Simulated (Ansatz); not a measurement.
# F4H4HfSi: the cost of one run

Method: RKS BHLYP/def2-SVP, in Ansatz 0.2.0.

## (1) The structure to begin with

Bond lengths: Hf1–F2 2.330 Å, Hf1–F3 1.980 Å, Hf1–F4 1.979 Å, Hf1–F5 1.979 Å, Hf1–Si6 2.910 Å, Si6–H7 1.460 Å, Si6–H8 1.460 Å, Si6–H9 1.460 Å. Angles (14 of 16 angles, heavy atoms first): F2–Hf1–F3 109.4°, F2–Hf1–F4 109.5°, F2–Hf1–F5 109.5°, F2–Hf1–Si6 71.6°, F3–Hf1–F4 109.5°, F3–Hf1–F5 109.5°, F3–Hf1–Si6 178.9°, F4–Hf1–F5 109.5°, F4–Hf1–Si6 70.0°, F5–Hf1–Si6 70.0°, Hf1–Si6–H7 109.5°, Hf1–Si6–H8 109.5°, Hf1–Si6–H9 109.5°, H7–Si6–H8 109.4°.

Structure file:

```xyz
10

Hf    0.0000    0.0000    0.0000
F     0.0000    0.0000    2.3300
F     1.8671    0.0000   -0.6593
F    -0.9326    1.6157   -0.6593
F    -0.9326   -1.6157   -0.6593
Si   -2.7615    0.0000    0.9176
H    -3.5495   -0.9102    0.0916
H    -2.8127   -0.4389    2.3091
H    -3.3098    1.3491    0.8130
H    -1.2985    0.0000    2.1702
```

## (2) Pulling towards end A

Springs on the bonds that form and break draw the guess towards this end; the thresholds are loose.

File input.yaml:

```yaml
crystal:
  periodic: [false, false, false]
  atoms:
    - { symbol: Hf, position_ang: [0.0, 0.0, 0.0] }
    - { symbol: F, position_ang: [0.0, 0.0, 2.33] }
    - { symbol: F, position_ang: [1.8671, 0.0, -0.6593] }
    - { symbol: F, position_ang: [-0.9326, 1.6157, -0.6593] }
    - { symbol: F, position_ang: [-0.9326, -1.6157, -0.6593] }
    - { symbol: Si, position_ang: [-2.7615, 0.0, 0.9176] }
    - { symbol: H, position_ang: [-3.5495, -0.9102, 0.0916] }
    - { symbol: H, position_ang: [-2.8127, -0.4389, 2.3091] }
    - { symbol: H, position_ang: [-3.3098, 1.3491, 0.813] }
    - { symbol: H, position_ang: [-1.2985, 0.0, 2.1702] }
basis:
  gaussian: { orbitals: def2-SVP }
hamiltonian:
  xc: { name: BHLYP }
relax:
  f_tol: 0.15
  max_steps: 25
  restrain:
    - { distance: [0, 5], at: 3.81, k: 30.0 }
    - { distance: [9, 1], at: 2.12, k: 30.0 }
    - { distance: [0, 1], at: 1.98, k: 30.0 }
    - { distance: [9, 5], at: 1.46, k: 30.0 }
```

Run with:

```sh
$ ansatz run input.yaml --threads 4 --pin off --max-ram 5120MiB --backend cpu --events-out ev --progress --plain --runs-dir out
```

**Question.** How long does this run take on 4 threads of Arm Neoverse V1, shared host, and how much memory does it need?

About 25 s, with a peak of 0.33 GiB.
